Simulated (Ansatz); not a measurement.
# SiAsH3 (triplet): wave-function methods side by side, cc-pVTZ

An exercise on one series of results from a longer session: the logs are not shown, and one member is left open.

Method: cc-pVTZ, core rule «outside noble gas», up to 19 orbitals frozen; program: Ansatz 0.2.0, Gaussian basis.

The runs, in order: UHF; CCSD(T) on ROHF; CCSD(T) on UHF; BCCD(T) on ROHF; CCSDT(Q) on ROHF; CCSDT(Q) on UHF; CASSCF and NEVPT2, 12 electrons in 11 orbitals.

3 further runs of the same task are left out: 3 set aside as unsound or not needed.

## The system

The geometry is a PBE0/def2-TZVP stationary point (not a proven minimum) of the parent state, kept for this charge and spin. No spin-orbit coupling is included. The filled d shell of As may be among the frozen orbitals whatever the setting's name suggests; the logs give the count.

5 atoms, charge 0, spin multiplicity 3.

Atoms are counted from 1 here; the program's logs count them from 0.

Bond lengths: Si1–As2 2.171 Å, Si1–H3 1.704 Å, Si1–H4 1.493 Å, Si1–H5 1.493 Å, As2–H3 1.707 Å. Angles: As2–Si1–H3 50.5°, As2–Si1–H4 126.6°, As2–Si1–H5 126.6°, H3–Si1–H4 108.5°, H3–Si1–H5 108.5°, H4–Si1–H5 106.0°, Si1–As2–H3 50.4°, Si1–H3–As2 79.1°.

Set-up of the first run:

Contents of in.yaml:

```yaml
crystal:
  periodic: [false, false, false]
  atoms:
    - {symbol: Si, position_ang: [-0.041835, 0.000000, 1.526862]}
    - {symbol: As, position_ang: [-0.003359, 0.000000, -0.643757]}
    - {symbol: H, position_ang: [1.292447, 0.000000, 0.467020]}
    - {symbol: H, position_ang: [0.061472, 1.192704, 2.419746]}
    - {symbol: H, position_ang: [0.061472, -1.192704, 2.419746]}
basis:
  gaussian: {orbitals: cc-pVTZ}
magnetization: {spin_polarized: true, initial_magnetization: 2}
hamiltonian: {xc: hf}
output: {orbitals: {seedname: orbitals}}
```

On the command line:

```
$ ansatz run in.yaml --threads 1 --pin off --events-out ev --progress --plain --max-ram 4096MiB --backend cpu
```

Steps of the session up to this table: UHF; CCSD(T) on ROHF; CCSD(T) on UHF; BCCD(T) on ROHF; CCSDT(Q) on ROHF; CCSDT(Q) on UHF; CASSCF and NEVPT2, 12 electrons in 11 orbitals.

One table of the session follows, with a row left open; its other results are not shown here.

| method | from UCCSDT(Q) (kJ/mol) |
| --- | --- |
| ROHF | +787.2 |
| UHF | +762.9 |
| RMP2 | +133.1 |
| UMP2 | +140.7 |
| RCCSD | +40.1 |
| UCCSD | +38.7 |
| RCCSD(T) | +6.3 |
| UCCSD(T) | ? |
| BCCD(T) | +6.3 |
| RCCSDT | +2.5 |
| UCCSDT | +1.8 |
| RCCSDT(Q) | +0.6 |
| UCCSDT(Q) | 0 |
| CASSCF valence | +590.3 |
| NEVPT2 valence | +141.2 |

Estimate the missing values for UCCSD(T).

As computed: from UCCSDT(Q) (kJ/mol): +6.1. In the column «from UCCSDT(Q) (kJ/mol)» it lies between RCCSDT (+2.5) and RCCSD(T) (+6.3).

Caveats from the session: Restricted and unrestricted rows rest on different reference determinants; where their highest levels disagree by more than a few hundredths of an eV, they describe different states and don't form one ladder.
